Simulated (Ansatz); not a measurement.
# BHLYP/aug-cc-pVDZ run of BH3S2 (SMILES SBS)

What is the electronic atomisation energy of BH3S2 at BHLYP/aug-cc-pVDZ? 

Program for the calculation: Ansatz 0.2.0.

37 further runs of the same task are left out: 2 that didn't finish, 35 set aside as unsound or not needed. Runs told in other sessions of the task aren't counted.

## Step 1: The molecule

The species is BH3S2 (6 atoms), meant as a singlet with charge 0. As SMILES, `SBS`. The coordinates come from a PBE0-D4/def2-TZVP relaxation. This is one conformer, not always the lowest.

Bond lengths: S1–B2 1.783 Å, B2–S3 1.787 Å, S1–H4 1.346 Å, B2–H5 1.190 Å, S3–H6 1.342 Å. Angles: S1–B2–S3 122.5°, S1–B2–H5 116.2°, S3–B2–H5 121.4°, B2–S1–H4 98.9°, B2–S3–H6 97.3°.

## Step 2: A single-point energy at BHLYP/aug-cc-pVDZ

The input, molecule.yaml:

```yaml
crystal:
  periodic: [false, false, false]
  atoms:
    - symbol: S
      position_ang: [-0.819900, -0.605200, -1.516500]
    - symbol: B
      position_ang: [0.091400, -0.453600, 0.008900]
    - symbol: S
      position_ang: [0.333100, 1.114800, 0.829800]
    - symbol: H
      position_ang: [-1.145600, 0.688100, -1.694600]
    - symbol: H
      position_ang: [0.535500, -1.462200, 0.457500]
    - symbol: H
      position_ang: [1.047600, 0.654100, 1.868800]
basis:
  gaussian:
    orbitals: aug-cc-pVDZ
hamiltonian:
  xc: {name: BHLYP}
accuracy: high
output: {orbitals: {seedname: orbitals}}
```

Started as:

```console
$ ansatz run molecule.yaml --threads 1 --pin off --max-ram 2610MiB --events-out events.jsonl --progress --plain --runs-dir runs
```

The log of the run:

```text
Warning: RAYON_NUM_THREADS=1 ignored (pool sized by the plan → 1); use --threads N
Functional definition: BHLYP
  name "BHLYP"
  parameter a = 0.5
  exchange = (1 - a)*b88_x + a*exact_x
  correlation = lyp_c
2086 factors; integrals over basis functions are off by at most 3.4e-9 eV
mean field evaluation 1: about -22395.8597 eV, gradient 1.8e1 eV
mean field evaluation 2: about -22396.4290 eV, gradient 1.3e1 eV
mean field evaluation 4: about -22397.0080 eV, gradient 7.6e-1 eV
mean field evaluation 8: about -22397.1935 eV, gradient 7.0e-2 eV
mean field evaluation 16: about -22397.1935 eV, gradient 4.0e-5 eV
mean field -22397.19352642 eV, -823.0816807329 hartree, gradient 6.4e-8 eV, S^2 0.000000; 0 other end points of the search recorded, 0 dependent functions left out
reference -22397.19355497 eV, -823.0816817821 hartree; 20, 20 occupied and 84, 84 virtual orbitals, 2086 factors
Total energy: -22397.19355497 eV, -823.0816817821 hartree
```

Run time: 17 s. Hardware: 1 thread of Arm Neoverse N1, shared host; peak memory 0.34 GiB.

## Step 3: The B atom

The input, job.yaml:

```yaml
basis:
  gaussian: {orbitals: aug-cc-pVDZ}
crystal:
  periodic: [false, false, false]
  atoms:
    - {symbol: B, position_ang: [0.000000, 0.000000, 0.000000]}
magnetization: {spin_polarized: true, initial_magnetization: 1}
hamiltonian: {xc: {name: BHLYP}}
accuracy: high
```

Run the same way, it converges to -24.65177 Eh (log not shown).

## Step 4: The H atom, same level

The input, job.yaml:

```yaml
crystal:
  periodic: [false, false, false]
  atoms:
    - {symbol: H, position_ang: [0.000000, 0.000000, 0.000000]}
basis:
  gaussian:
    orbitals: aug-cc-pVDZ
hamiltonian:
  xc: {name: BHLYP}
accuracy: high
magnetization:
  spin_polarized: true
  initial_magnetization: 1
```

Run the same way, it converges to -0.49808 Eh (log not shown).

## Step 5: The S atom at the same level

The input, molecule.yaml:

```yaml
crystal:
  periodic: [false, false, false]
  atoms:
    - {symbol: S, position_ang: [0.000000, 0.000000, 0.000000]}
basis:
  gaussian: {orbitals: aug-cc-pVDZ}
magnetization: {spin_polarized: true, initial_magnetization: 2}
accuracy: high
hamiltonian: {xc: {name: BHLYP}}
```

Run the same way, it converges to -398.11798 Eh (log not shown).

## Step 6: Summary of results

At BHLYP/aug-cc-pVDZ:

| quantity | value |
| --- | --- |
| molecule: total energy | -823.08168 Eh |
| molecule: HOMO energy | -8.59 eV |
| molecule: LUMO energy | 0.05 eV |
| molecule: HOMO–LUMO gap | 8.64 eV |
| B atom: total energy | -24.65177 Eh |
| B atom: ⟨S²⟩ | 0.755 |
| H atom: total energy | -0.49808 Eh |
| H atom: ⟨S²⟩ | 0.750 |
| S atom: total energy | -398.11798 Eh |
| S atom: ⟨S²⟩ | 2.004 |
| electronic atomisation energy | 19.040 eV |

Taking the molecule apart into free atoms costs 19.04 eV (439 kcal/mol), before zero-point energy and without spin-orbit coupling.
